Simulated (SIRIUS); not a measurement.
The system is ZrB.

```
Zr B
1.0
     0.00000    2.32500    2.32500
     2.32500    0.00000    2.32500
     2.32500    2.32500    0.00000
Zr B
1 1
Cartesian
  0.0000 0.0000 0.0000
  2.3250 2.3250 2.3250
```

| Property | Result |
| --- | --- |
| Program | SIRIUS 7.12.0 |
| Task | single point |
| Functional | PBEsol |
| Potentials or basis | PseudoDojo 0.4.1 PBEsol standard (scalar relativistic) |
| Cutoff | 1054 eV |
| Density cutoff | 4214 eV |
| k mesh | 10 × 10 × 10 |
| Occupations | fermi-dirac, width 0.05 eV |
| Spin | no spin polarisation |

On this cell: pressure 29.3 GPa; largest force zero by symmetry; band gap on the k mesh none (metal or under the smearing width).

The same run follows on a disturbed copy (atoms moved at random, drawn with an rms of 0.05 Å):

```
CELL_PARAMETERS angstrom
0.00000 2.32500 2.32500
2.32500 0.00000 2.32500
2.32500 2.32500 0.00000
ATOMIC_POSITIONS crystal
Zr 0.99841 0.00989 0.00417
B 0.50243 0.49132 0.51522
```

Task: What does the disturbed cell give?

Result: The energy (extrapolated to zero smearing) moves by +6.4 meV/atom; pressure 29.5 GPa; largest force 0.507 eV/Å; band gap on the k mesh none (metal or under the smearing width).

Forces on the atoms (eV/Å):
```
Zr  -0.171  0.343 -0.331
B    0.171 -0.343  0.331
```

Stress tensor (GPa, compression positive):
```
29.34  0.07 -0.07
 0.07 29.59  0.13
-0.07  0.13 29.57
```

Caveats: a pressure of tens of GPa on the cell as given is suspect, and the run, the potentials or the cell itself is likely at fault (some runs).
